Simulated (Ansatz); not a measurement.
**CH4AlClS: one species, many methods**

An exercise on one series of results from a longer session: the logs are not shown, and one member is left open.

Computed with Ansatz 0.2.0, Gaussian basis. Level: functionals in def2-TZVPP, the program's frozen cores in correlated methods.

The runs, in order: LDA (SPW92), PBE-D4, revPBE-D4, BLYP-D4, r2SCAN-D4, B97M-V, PBE0-D4, B3LYP-D4, r2SCANh-D4, r2SCAN0-D4, HSE06-D4, BHLYP-D4, CAM-B3LYP-D4, LC-ωPBE, ωB97X-V, ωB97M-V, B2PLYP, PBE-QIDH; CCSD(T)/def2-SVP; CCSD(T)/def2-TZVPP; MP2/def2-QZVPP; extrapolation to the limit; RPA on PBE.

### The relaxed structure

All runs share one geometry, relaxed beforehand with PBE0-D4 in a triple-zeta def2 set.

SMILES `C[S][AlH][Cl]`, 8 atoms, charge 0, spin multiplicity 1.

Atoms are counted from 1 here; the program's logs count them from 0.

Bond lengths: C1–S2 1.824 Å, C1–H5 1.091 Å, C1–H6 1.089 Å, C1–H7 1.089 Å, S2–Al3 2.158 Å, Al3–Cl4 2.092 Å, Al3–H8 1.574 Å. Angles: S2–C1–H5 112.0°, S2–C1–H6 108.6°, S2–C1–H7 108.7°, H5–C1–H6 109.0°, H5–C1–H7 109.0°, H6–C1–H7 109.4°, C1–S2–Al3 100.1°, S2–Al3–Cl4 118.0°, S2–Al3–H8 120.9°, Cl4–Al3–H8 121.0°.

The first run:

File in.yaml:

```yaml
crystal:
  periodic: [false, false, false]
  atoms:
    - {symbol: C, position_ang: [-1.003852, 0.824815, -0.567326]}
    - {symbol: S, position_ang: [-0.818114, -0.960933, -0.245107]}
    - {symbol: Al, position_ang: [1.154649, -0.986024, 0.629501]}
    - {symbol: Cl, position_ang: [1.941425, -2.829928, 1.225813]}
    - {symbol: H, position_ang: [-0.123681, 1.389836, -0.258688]}
    - {symbol: H, position_ang: [-1.163382, 0.971088, -1.634523]}
    - {symbol: H, position_ang: [-1.870557, 1.189527, -0.018166]}
    - {symbol: H, position_ang: [1.975612, 0.344420, 0.812696]}
basis:
  gaussian: {orbitals: def2-TZVPP}
hamiltonian: {xc: lda}
output: {orbitals: {seedname: orbitals}}
```

Steps of the session up to this table: LDA; PBE-D4 (GGA); revPBE-D4 (GGA); BLYP-D4 (GGA); r2SCAN-D4 (meta-GGA); B97M-V (meta-GGA); PBE0-D4 (hybrid); B3LYP-D4 (hybrid); r2SCANh-D4 (hybrid); r2SCAN0-D4 (hybrid); HSE06-D4 (hybrid); BHLYP-D4 (hybrid); CAM-B3LYP-D4 (range-separated); LC-ωPBE-D4 (range-separated; the results give it without D4); ωB97X-V (range-separated); ωB97M-V (range-separated); B2PLYP (double hybrid); PBE-QIDH (double hybrid).

One of the session's tables, all rows but one given; the rest of the session is left out.

It belongs to the step «Frontier levels by functional». 

| functional | HOMO (eV) | gap (eV) |
| --- | --- | --- |
| LDA (SPW92) | -6.36 | 4.27 |
| PBE-D4 | -6.25 | 4.39 |
| revPBE-D4 | -6.20 | 4.45 |
| BLYP-D4 | -6.07 | 4.36 |
| r2SCAN-D4 | ? | ? |
| B97M-V | -6.58 | 4.90 |
| PBE0-D4 | -7.41 | 6.30 |
| B3LYP-D4 | -7.17 | 5.87 |
| r2SCANh-D4 | -6.93 | 5.63 |
| r2SCAN0-D4 | -7.58 | 6.64 |
| HSE06-D4 | -7.01 | 5.53 |
| BHLYP-D4 | -8.43 | 8.11 |
| CAM-B3LYP-D4 | -8.70 | 8.53 |
| LC-ωPBE | -10.10 | 10.97 |
| ωB97X-V | -9.74 | 10.52 |
| ωB97M-V | -9.57 | 10.11 |

Estimate the missing values for r2SCAN-D4.

Worked estimate for «HOMO (eV)». Against the share of exact exchange, r2SCANh-D4 (0.1, -6.93), r2SCAN0-D4 (0.25, -7.58) give a slope of -4.33 per unit share; at 0 the line stands at -6.50.

The run gave: HOMO (eV): -6.50; gap (eV): 4.94. In «HOMO (eV)» the line misses by 0.00.
